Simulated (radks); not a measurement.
# Tc⁻ inside a hard spherical wall

One table from this session's results is given with a row withheld; the runs are named, their logs left out.

Method: scalar-relativistic Kohn-Sham, PBEsol, spin-polarised, spherical densities, finite nucleus; open shells are filled with parallel spins first. Code: radks (a radial shooting solver on a logarithmic mesh, Libxc functionals) version 1.

### The system

| Quantity | Value |
| --- | --- |
| element | technetium (Z = 43) |
| charge | -1 |
| electrons | 44 |
| configuration | [Kr] 4d6 5s2 |
| nuclear rms radius | 4.4112 fm |

Outer shells as boxes (Hund's rule):

Tc⁻
```
[Kr] core
4d [↑↓][↑ ][↑ ][↑ ][↑ ]
5s [↑↓]
```

Set-up of the first run:

Input:

```text
Z 43
configuration [Kr] 4d6 5s2 5p0 6s0 4f0
relativity scalar-relativistic
functional pbe_sol,pbe_sol
spin polarised
nucleus finite rms 4.4112 fm
wall 20 bohr
c 137.035999084
```

The run is started by

```sh
$ python run_ks.py task.json out
```

This one command runs every case of the session in turn.

Among the steps run: Wall at 20 bohr; Wall at 15 bohr; Wall at 10 bohr; Wall at 8 bohr; Wall at 7 bohr; Wall at 6 bohr; Wall at 5 bohr; Wall at 3 bohr; Wall at 1.5 bohr.

One of the session's tables, all rows but one given; the rest of the session is left out.

```
R (bohr)  E − E(widest) (eV)  ε(5s) (eV)  ε(6s, empty) (eV)  ε(5p, empty) (eV)  ε(4f, empty) (eV)
      20               0.000       0.108              2.265              2.268              3.280
      15               0.027       0.281              3.111              2.695              4.766
      10               0.231       0.731              5.959              3.636              8.444
       8               0.767       1.386              9.584              4.752             11.813
       7               1.550       2.098             13.165              5.868             14.529
       6               3.411       3.462             19.445              7.882             18.542
       5               8.379       6.397             31.593             11.972             24.892
       3                   ?           ?                  ?                  ?                  ?
     1.5              1623.2      398.48             882.66             431.95             228.70
```

Estimate the missing values for R (bohr) = 3.

Worked estimate for «E − E(widest) (eV)». A straight line through the neighbours (5, 8.379) and (1.5, 1623.2) gives 8.379 + (1623.2 − 8.379) × (3 − 5) / (1.5 − 5) = 931.134; a parabola fitted to 3 rows on both sides gives 626.861.

**Answer.** E − E(widest) (eV): 86.981; ε(5s) (eV): 38.107; ε(6s, empty) (eV): 130.94; ε(5p, empty) (eV): 51.625; ε(4f, empty) (eV): 58.752. In «E − E(widest) (eV)» the line misses by +844.153 and the parabola by +539.880. Between these rows the values bend or scatter more than so simple an estimate can follow.

From R = 20 bohr inwards the highest occupied level lies above zero, in an anion first from self-interaction, then from the wall. Shells are not refilled when levels cross, and a hard wall is a model, not a crystal.
